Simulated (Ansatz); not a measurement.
# CH3OSbZn: small, medium and large basis sets

The task here is to estimate one member of a computed series from the others.

The runs use Ansatz 0.2.0, Gaussian basis; one geometry, several basis sets.

Plan: PBE0-D4/def2-SVP; ωB97M-V/def2-SVP; PBE0-D4/def2-QZVPP; ωB97M-V/def2-QZVPP; the functionals' def2-TZVPP values are taken from earlier runs.

## Structure used throughout

All runs share one geometry, relaxed beforehand with PBE0-D4 in a triple-zeta def2 set. Sb takes the def2 core potential; no spin-orbit term is included.

7 atoms, charge 0, spin multiplicity 1.

Atoms are counted from 1 here; the program's logs count them from 0.

Bond lengths: O1–Sb2 1.969 Å, O1–H5 0.961 Å, Sb2–C3 1.954 Å, C3–H6 1.084 Å, C3–H7 1.085 Å. Angles: Sb2–O1–H5 111.3°, O1–Sb2–C3 96.1°, Sb2–C3–H6 120.7°, Sb2–C3–H7 122.1°, H6–C3–H7 117.0°.

Set-up of the first run:

The input, in.yaml:

```yaml
crystal:
  periodic: [false, false, false]
  atoms:
    - {symbol: O, position_ang: [-1.359285, 1.433935, -0.443315]}
    - {symbol: Sb, position_ang: [0.082784, 0.491008, -1.395510]}
    - {symbol: C, position_ang: [0.988357, -0.172505, 0.203673]}
    - {symbol: Zn, position_ang: [-0.282308, -2.908662, 1.366798]}
    - {symbol: H, position_ang: [-1.984980, 1.826186, -1.057517]}
    - {symbol: H, position_ang: [1.900628, -0.753153, 0.121816]}
    - {symbol: H, position_ang: [0.654805, 0.083200, 1.204055]}
basis:
  gaussian: {orbitals: def2-SVP}
hamiltonian: {xc: pbe0, dispersion: d4}
output: {orbitals: {seedname: orbitals}}
```

Started as:

```sh
$ ansatz run in.yaml --threads 4 --pin off --events-out ev --progress --plain --max-ram 10444MiB
```

Among the steps run: PBE0-D4 in def2-SVP; ωB97M-V in def2-SVP; PBE0-D4 in def2-QZVPP; ωB97M-V in def2-QZVPP.

One table of the session follows, with a row left open; its other results are not shown here.

It belongs to the step «Density functionals: the series». 

```
functional       basis  HOMO (eV)  LUMO (eV)
   PBE0-D4    def2-SVP          ?          ?
   PBE0-D4  def2-TZVPP      -5.84      -2.12
   PBE0-D4  def2-QZVPP      -5.86      -2.17
   ωB97M-V    def2-SVP      -7.55      -0.02
   ωB97M-V  def2-TZVPP      -7.79      -0.34
   ωB97M-V  def2-QZVPP      -7.81      -0.41
```

**Question.** Estimate the row for PBE0-D4, def2-SVP.

The run gave: HOMO (eV): -5.61; LUMO (eV): -1.90. In the column «HOMO (eV)» it is the highest.
